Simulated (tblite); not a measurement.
# C4H17FGe2OS3Si2: the cost of one run

Computed with tblite 0.8.0 (tight binding) and PySCF 2.14.0 (DFT, with response routines of our own); each step states its level. Atoms count from 0 throughout.

## (1) The molecule as given

30 atoms, charge 0, multiplicity 1; geometry from: UFF geometry.

Bonds of the start (Å): C0–H13 1.11, C0–H14 1.10, C0–H15 1.11, C0–O1 1.40, C10–H24 1.12, C10–H25 1.11, C10–H26 1.11, C11–H27 1.11, C11–H28 1.11, C11–H29 1.11, C5–H19 1.11, C5–H20 1.11, C5–H21 1.11, Ge4–C5 1.94, Ge4–H17 1.55, Ge4–H18 1.55, Ge7–H22 1.54, Ge7–H23 1.56, Ge7–S8 2.22, O1–Si2 1.72, S3–Ge4 2.24, S6–Ge7 2.22, S8–Si9 2.16, Si2–H16 1.48 and more.

## (2) GFN2-xTB relaxation, conformer 1

The job: settings as JSON, then the geometry in Å.

```
{"job": {"xc": "GFN2-xTB", "basis": "xTB", "kind": "relax"}, "charge": 0, "multiplicity": 1}
C      3.218500     1.590000    -0.709700
O      3.084100     0.296300    -1.235400
Si     1.420800    -0.138500    -1.267300
S      1.194700    -2.196500    -0.742200
Ge     1.728600    -1.834500     1.400100
C      3.658000    -1.760700     1.585300
S      0.672900     0.169100    -3.270000
Ge    -1.443300    -0.043900    -2.636100
S     -2.043700     1.726000    -1.441200
Si    -3.183400     0.580100    -0.013600
C     -4.243100     1.742300     0.982500
C     -2.026800    -0.326400     1.138500
F     -4.180700    -0.522100    -0.803300
H      2.860600     1.642300     0.343200
H      4.280400     1.879400    -0.706100
H      2.673800     2.337800    -1.331300
H      0.635100     0.695800    -0.329500
H      1.185700    -3.006300     2.254400
H      1.103800    -0.505400     1.905800
H      4.114900    -2.689300     1.188700
H      4.059000    -0.880100     1.038800
H      3.919700    -1.660500     2.663700
H     -2.338300    -0.110000    -3.890900
H     -1.632600    -1.382900    -1.861200
H     -3.590300     2.476200     1.517400
H     -4.941200     2.286800     0.314500
H     -4.825300     1.167300     1.725700
H     -1.419900    -1.055200     0.570300
H     -1.347400     0.408000     1.627100
H     -2.612400    -0.856500     1.915400
```

Run with:

```
OMP_NUM_THREADS=1 python ens_run.py task.json out
```

One launch serves the whole session.

**Question.** How long does this first job take on 1 thread of Intel Xeon Platinum 8488C, shared host?

About 22 s.
